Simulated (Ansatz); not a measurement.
# W: the cost of one run

Method: DFT PBEsol, scalar-relativistic, plane waves, PAW, in Ansatz 0.2.0.

### 1 The structure to begin with

It takes space group Fm-3m (No. 225, cubic). Conventional cell: a = 4.060 Å, b = 4.060 Å, c = 4.060 Å, α = 90.00°, β = 90.00°, γ = 90.00°. W (site symmetry m-3m) is surrounded by 12 W at 2.87 Å.

As a file:

```cif
data_structure
_symmetry_space_group_name_H-M 'Fm-3m'
_symmetry_Int_Tables_number 225
_cell_length_a 4.0600
_cell_length_b 4.0600
_cell_length_c 4.0600
_cell_angle_alpha 90.000
_cell_angle_beta 90.000
_cell_angle_gamma 90.000
_cell_volume 66.92
loop_
_atom_site_label
_atom_site_type_symbol
_atom_site_symmetry_multiplicity
_atom_site_Wyckoff_symbol
_atom_site_fract_x
_atom_site_fract_y
_atom_site_fract_z
_atom_site_occupancy
W1 W 4 a 0.00000 0.00000 0.00000 1
```

No relaxation comes first: the listed cell is the starting point.

### 2 Zero of energy

Reference values: F = -10256.0464 eV; pressure -12.74 GPa; largest force 0.000 eV/Å; gap on the mesh none (metal). It was computed beforehand with the settings of the runs below.

### 3 The scan: a tetragonal deformation path

At fixed volume and fractional coordinates, lengths along (0.000, 0.000, 1.000) are scaled against those across it; ρ is that ratio over its starting value.

### 4 ρ = 0.707

input.yaml reads:

```yaml
crystal:
  lattice:
    - [0.0, 2.2787126677, 1.6110498561]
    - [2.2787126677, 0.0, 1.6110498561]
    - [2.2787126677, 2.2787126677, 0.0]
  atoms:
    - { symbol: W, position: [0.0, 0.0, 0.0] }
basis:
  ecutwfc: 420
kpoints:
  mp_grid: { grid: [22, 22, 22] }
hamiltonian:
  xc: pbesol
scf:
  occupations: { method: gaussian, width: 0.15 }
output:
  forces: true
  stress: true
  eigenvalues: true
```

On the command line:

```console
$ ansatz run input.yaml --threads 1 --pin off --max-ram 2560MiB --backend cpu --events-out ev --progress --plain --runs-dir out
```

What time and memory should one allow on 1 thread of Intel Xeon at 2.50GHz (Skylake/Cascade Lake), shared host?

About 18 s, with a peak of 0.45 GiB.
